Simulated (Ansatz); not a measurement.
# MnInCu: the cost of one run

Computed with Ansatz 0.2.0 (DFT PBE, scalar-relativistic, plane waves, PAW, unless a step's input says otherwise).

## Step 1: The system as given

The structure is orthorhombic, space group Cmmm (No. 65). The conventional cell has a = 4.367 Å, b = 5.776 Å, c = 4.436 Å, α = 90.00°, β = 90.00°, γ = 90.00°. Mn (site symmetry mmm) is surrounded by 2 In at 2.18 Å and 2 Cu at 2.22 Å. Around In (site symmetry mmm) lie 2 Mn at 2.18 Å. Cu (site symmetry mmm) is surrounded by 2 Mn at 2.22 Å.

Coordinates:

```xyz
3
Lattice="2.1834 -2.8878 0.0000 2.1834 2.8878 0.0000 0.0000 0.0000 4.4361" Properties=species:S:1:pos:R:3 pbc="T T T"
Mn    0.0000    0.0000    0.0000
In    2.1834    0.0000    0.0000
Cu    0.0000    0.0000    2.2180
```

Recipe of the guess: random cell by space group and Wyckoff sites (Cmmm, No. 65). Lengths come from tabulated atomic sizes and are only a guess.

## Step 2: Probe: one point on a coarse mesh

Input file input.yaml:

```yaml
crystal:
  lattice:
    - [2.18344936, -2.88783755, 0.0]
    - [2.18344936, 2.88783755, 0.0]
    - [0.0, 0.0, 4.43607669]
  atoms:
    - { symbol: Mn, position: [0.0, 0.0, 0.0], spin: 4.0 }
    - { symbol: In, position: [0.5, 0.5, 0.0] }
    - { symbol: Cu, position: [0.0, 0.0, 0.5] }
basis:
  ecutwfc: 420
kpoints:
  mp_grid: { grid: [6, 6, 4] }
hamiltonian:
  xc: pbe
scf:
  occupations: { method: gaussian, width: 0.1 }
  lower_state_search: "off"
output:
  forces: true
  stress: true
  eigenvalues: true
  populations: true
magnetization:
  spin_polarized: true
```

Run with:

```console
> ansatz run input.yaml --threads 1 --pin off --max-ram 2560MiB --backend cpu --events-out ev --progress --plain --runs-dir out
```

What time and memory should one allow on 1 thread of Arm Neoverse V1, shared host?

About 14 s, with a peak of 0.42 GiB.
